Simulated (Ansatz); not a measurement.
The system is VWC2.

```
CELL_PARAMETERS angstrom
1.51704 0.87586 4.93389
-1.51704 0.87586 4.93389
0.00000 -1.75173 4.93389
ATOMIC_POSITIONS crystal
W 0.00000 0.00000 0.00000
V 0.50000 0.50000 0.50000
C 0.24649 0.24649 0.24649
C 0.75351 0.75351 0.75351
```

The cell comes from a database or a generator and needn't be the stable form of this composition.

Alike in all runs: program Ansatz 0.2.0; functional PBEsol; potentials or basis Ansatz PAW; cutoff 420 eV (not typed: the program's choice for these potentials); k mesh 9 × 9 × 9; occupations fermi-dirac, width 0.05 eV.

The same cell was started in several ways:

| start | free energy over the lowest (meV/atom) | net moment (μB) | site or absolute moments (μB) | gap |
| --- | --- | --- | --- | --- |
| collinear spin, ferromagnetic start of up to 4 μB; fixed moment 4 | 766.2 | 4.00 | W +0.66; V +1.56; C +0.31 | - |
| collinear spin, ferromagnetic start of up to 3 μB; fixed moment 3 | 366.1 | 3.00 | W +0.52; V +1.30; C +0.15 | - |
| collinear spin, ferromagnetic start of up to 2 μB; fixed moment 2 | 140.2 | 2.00 | W +0.32; V +1.00; C +0.06 | - |
| collinear spin, ferromagnetic start of up to 1.5 μB; fixed moment 1.5 | 73.7 | 1.50 | W +0.21; V +0.83; C +0.03 | - |
| collinear spin, ferromagnetic start of up to 1 μB; fixed moment 1 | 30.3 | 1.00 | W +0.12; V +0.61; C +0.01 | - |
| collinear spin, program default start; fixed moment 0 | 0.0 | 0.00 | - | - |
| collinear spin, ferromagnetic start of up to 2.5 μB; fixed moment 2.5 | 235.5 | 2.50 | W +0.43; V +1.17; C +0.09 | - |
| collinear spin, ferromagnetic start of up to 0.5 μB; fixed moment 0.5 | 7.0 | 0.50 | W +0.05; V +0.32; C +0.00 | - |

All polarised runs hold their moment fixed, so the table maps the energy against it. A still lower state may exist.

Caveats: the total moment is fixed, so each spin has its own Fermi level.
